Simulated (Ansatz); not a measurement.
# LaAg: a relaxation

Aim: a sound relaxation of LaAg. The structure is shown as the input types it.

Program: Ansatz 0.2.0. Level of theory: Kohn-Sham DFT, with the functional, basis and potentials that each input names (as first typed). These are calculated values, not measurements.

## (1) The structure to begin with

Symmetry: Pm-3m, No. 221, cubic system. Conventional cell: a = 3.858 Å, b = 3.858 Å, c = 3.858 Å, α = 90.00°, β = 90.00°, γ = 90.00°. Around La (site symmetry m-3m) lie 8 Ag at 3.34 Å. Ag (site symmetry m-3m) is surrounded by 8 La at 3.34 Å.

As a file:

```
La Ag
1.0
     3.85771    0.00000    0.00000
     0.00000    3.85771    0.00000
     0.00000    0.00000    3.85771
La Ag
1 1
Direct
  0.50000 0.50000 0.50000
  0.00000 0.00000 0.00000
```

## (2) The run

Contents of input.yaml:

```yaml
crystal:
  lattice:
    - [3.8577057357, 0.0, 0.0]
    - [0.0, 3.8577057357, 0.0]
    - [0.0, 0.0, 3.8577057357]
  atoms:
    - { symbol: La, position: [0.5, 0.5, 0.5] }
    - { symbol: Ag, position: [0.0, 0.0, 0.0] }
kpoints:
  mp_grid: { grid: [9, 9, 9] }
scf:
  occupations: { method: fermi_dirac, width: 0.05 }
  max_iter: 75
hamiltonian:
  xc: lda
  pseudopotentials: { kind: paw }
  hubbard: { sites: [{ species: La, l: f, u_eff: 40.0 }] }
output:
  forces: true
  stress: true
  efg: { contact_densities: true }
relax:
  f_tol: 0.005
  max_steps: 80
  cell: {}
```

On the command line:

```sh
ansatz run input.yaml --threads 1 --pin off --max-ram 2048MiB --backend cpu --events-out ev --progress --plain --runs-dir out
```

Q: Will this input give a usable result? If not, why, and what should change?

This run ends as converged, with warnings (filled band counts differ across k points, gradients without spin orbit). That alone doesn't make the input a sound one.

In the input, hamiltonian.hubbard.sites is [{species: La, l: f, u_eff: 40.0}]. The U is far outside the few eV that correlated shells need; it reshapes the shell's occupations.

The test: delete hamiltonian.hubbard.sites.
